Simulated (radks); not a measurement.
**Nuclear size and the levels of Tc⁺**

The task here is to estimate one member of a computed series from the others.

Program: radks (a radial shooting solver on a logarithmic mesh, Libxc functionals) version 1. Level of theory: Dirac Kohn-Sham, PBE, spin-unpolarised, spherical densities, finite nucleus; open shells fill j = l - 1/2 first. These are calculated values, not measurements, unless marked.

## Starting point

```
element            : technetium (Z = 43)
charge             : +1
electrons          : 42
configuration      : [Kr] 4d5 5s1
nuclear rms radius : 4.4112 fm
```

Set-up of the first run:

Input:

```text
Z 43
configuration [Kr] 4d5 5s1 5p0 6s0
relativity Dirac
functional pbe,pbe
spin unpolarised
j_filling energy
nucleus finite rms 4.4112 fm
c 137.035999084
```

Among the steps run: rms radius 4.4112 fm.

One table of the session follows, with a row left open; its other results are not shown here.

It belongs to the step «rms radius 4.4112 fm». From the orbitals of this run (lengths in bohr):

```
level    <r>  outermost maximum (interpolated)  90 % within  nodes
4s1/2      ?                                 ?            ?      ?
4p1/2  1.153                              1.01         1.71      2
4p3/2  1.183                              1.03         1.75      2
4d3/2  1.662                              1.26         2.66      1
4d5/2  1.681                              1.27         2.69      1
5s1/2  3.039                              2.62         4.47      4
5p1/2  3.791                              3.21         5.64      3
5p3/2  3.884                              3.29         5.77      3
```

**Question.** Estimate the row for 4s1/2.

The run gave: <r>: 1.058; outermost maximum (interpolated): 0.950; 90 % within: 1.54; nodes: 3. In the column «<r>» it is the lowest.
